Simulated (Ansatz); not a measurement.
# GeH2S (SMILES [SH][GeH]) at CCSDT/STO-3G

What is the vertical ionisation energy of GeH2S at CCSDT/STO-3G? 

Program for the calculation: Ansatz 0.2.0.

51 further runs of the same task are left out: 3 that didn't finish, 48 set aside as unsound or not needed.

### Step 1. Starting point

GeH2S: 4 atoms, total charge 0, spin state singlet. SMILES: `[SH][GeH]`. Geometry: relaxed at PBE0-D4/def2-TZVP.

Bond lengths: S1–Ge2 2.225 Å, S1–H3 1.342 Å, Ge2–H4 1.595 Å. Angles: S1–Ge2–H4 93.7°, Ge2–S1–H3 100.2°.

### Step 2. The energy at CCSDT/STO-3G

Contents of molecule.yaml:

```yaml
crystal:
  periodic: [false, false, false]
  atoms:
    - {symbol: S, position_ang: [-0.443300, -1.201800, 0.271700]}
    - {symbol: Ge, position_ang: [-0.841700, 0.737900, -0.743600]}
    - {symbol: H, position_ang: [0.779200, -0.962100, 0.771200]}
    - {symbol: H, position_ang: [0.561200, 1.365900, -0.319400]}
basis:
  gaussian:
    orbitals: STO-3G
total_charge: 0
correlation:
  method: ccsdt
  frozen_orbitals: {Ge: 9, H: 0, S: 5}
accuracy: high
scf:
  omitted_lower_state_checks: [cluster_reference, increment]
```

Launch:

```console
ansatz run molecule.yaml --threads 1 --pin off --max-ram 2610MiB --events-out events.jsonl --progress --plain --runs-dir runs
```

Log (excerpt; [...] marks lines left out):

```text
Warning: RAYON_NUM_THREADS=1 ignored (pool sized by the plan → 1); use --threads N
Functional definition: HF
  name "HF"
[...]
422 factors; integrals over basis functions are off by at most 1.4e-8 eV
[...]
mean field -66560.43803525 eV, -2446.0509815100 hartree, gradient 2.3e-8 eV, S^2 0.000000; 0 other end points of the search recorded, 0 dependent functions left out
14 core orbitals not correlated: weight in the atoms' cores, before any rotation towards them, 1.000 or more for the frozen orbitals, at most 0.000 for the correlated occupied ones
reference -66560.43803525 eV, -2446.0509815100 hartree; 11, 11 occupied and 4, 4 virtual orbitals, 422 factors
second order -1.57276804 eV of doubles, -0.00000000 eV of singles
cycle   1  -1.93950561 eV  change   -3.7e-1 eV  update   9.1e-2
[...]
cycle  29  -2.30688115 eV  change  -9.3e-10 eV  update   1.8e-9
Total energy: -66562.74491639 eV, -2446.1357578284 hartree
Checks for a lower state left out: cluster_reference, increment
```

Wall time 0.62 s (1 thread of Arm Neoverse V1, shared host).

### Step 3. The doublet cation

Contents of run.yaml:

```yaml
crystal:
  periodic: [false, false, false]
  atoms:
    - {symbol: S, position_ang: [-0.443300, -1.201800, 0.271700]}
    - {symbol: Ge, position_ang: [-0.841700, 0.737900, -0.743600]}
    - {symbol: H, position_ang: [0.779200, -0.962100, 0.771200]}
    - {symbol: H, position_ang: [0.561200, 1.365900, -0.319400]}
basis:
  gaussian:
    orbitals: STO-3G
total_charge: 1
magnetization:
  spin_polarized: true
  initial_magnetization: 1
correlation:
  method: ccsdt
  frozen_orbitals: {Ge: 9, H: 0, S: 5}
accuracy: high
scf:
  omitted_lower_state_checks: [cluster_reference, increment]
```

Launch:

```console
ansatz run run.yaml --threads 1 --pin off --max-ram 2610MiB --events-out events.jsonl --progress --plain --runs-dir runs
```

Log (excerpt; [...] marks lines left out):

```text
Warning: RAYON_NUM_THREADS=1 ignored (pool sized by the plan → 1); use --threads N
[... 2 set-up lines as earlier in the session ...]
[...]
420 factors; integrals over basis functions are off by at most 1.4e-8 eV
[...]
mean field -66554.66706626 eV, -2445.8389023116 hartree, gradient 1.4e-8 eV, S^2 0.799760; 7 other end points of the search recorded, 0 dependent functions left out
14 core orbitals not correlated: weight in the atoms' cores, before any rotation towards them, 1.000 or more for the frozen orbitals, at most 0.000 for the correlated occupied ones
reference -66554.66706626 eV, -2445.8389023116 hartree; 11, 10 occupied and 4, 5 virtual orbitals, 420 factors
second order -1.73220957 eV of doubles, -0.00000000 eV of singles
cycle   1  -2.09127620 eV  change   -3.6e-1 eV  update   1.1e-1
[...]
cycle  47  -2.65357273 eV  change  -7.5e-10 eV  update   2.1e-9
Total energy: -66557.32063899 eV, -2445.9364193107 hartree
Checks for a lower state left out: cluster_reference, increment
```

Run time: 3.3 s. Hardware: 1 thread of Arm Neoverse V1, shared host; peak memory 0.1 GiB.

### Step 4. What came out

At CCSDT/STO-3G, 14 core orbitals frozen:

```
                                                    quantity           value
                                 singlet GeH2S: total energy  -2446.13576 Eh
 singlet GeH2S: correlation energy (14 core orbitals frozen)       -84.8 mEh
                                singlet GeH2S: T1 diagnostic           0.019
                                doublet cation: total energy  -2445.93642 Eh
doublet cation: correlation energy (14 core orbitals frozen)       -97.5 mEh
           doublet cation: ⟨S²⟩ of the reference determinant           0.800
                               doublet cation: T1 diagnostic           0.033
          vertical ionisation energy (to the doublet cation)        5.424 eV
```

In words: The vertical ionisation energy comes to 5.42 eV (523 kJ/mol). In a minimal basis such a difference can be off by several eV, whatever the method.
